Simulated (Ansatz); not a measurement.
MgPd:

```
CELL_PARAMETERS angstrom
3.16000 0.00000 0.00000
0.00000 3.16000 0.00000
0.00000 0.00000 3.16000
ATOMIC_POSITIONS crystal
Pd 0.50000 0.50000 0.50000
Mg 0.00000 0.00000 0.00000
```

```yaml
Program: Ansatz 0.2.0
Task: relaxation of cell and atoms
Functional: PBE
Potentials_or_basis: Ansatz PAW
Cutoff: "420 eV (not typed: the program's choice for these potentials)"
k_mesh: 8 × 8 × 8
Occupations: fermi-dirac, width 0.05 eV
Spin: no spin polarisation
```

At the start: volume 15.78 Å³/atom.

Q: How do energy, volume and symmetry change on relaxing?

A: It ends after 4 steps and the volume is 16.23 Å³/atom (+2.8 %); space group Pm-3m (No. 221, to 0.05 Å).

Step by step:
| step | energy change (eV) | largest force (eV/Å) | volume (Å³) |
| --- | --- | --- | --- |
| 1 | 0.0000 | 0.0000 | 31.55 |
| 2 | -0.0069 | 0.0000 | 32.62 |
| 3 | -0.0072 | 0.0000 | 32.45 |
| 4 | -0.0074 | 0.0000 | 32.45 |

Final structure:
```
CELL_PARAMETERS angstrom
3.18963 0.00000 0.00000
0.00000 3.18963 0.00000
0.00000 0.00000 3.18963
ATOMIC_POSITIONS crystal
Pd 0.50000 0.50000 0.50000
Mg 0.00000 0.00000 0.00000
```

Caveat: the plane-wave basis is chosen anew once the cell has moved, so the energies of steps on either side of that aren't comparable.
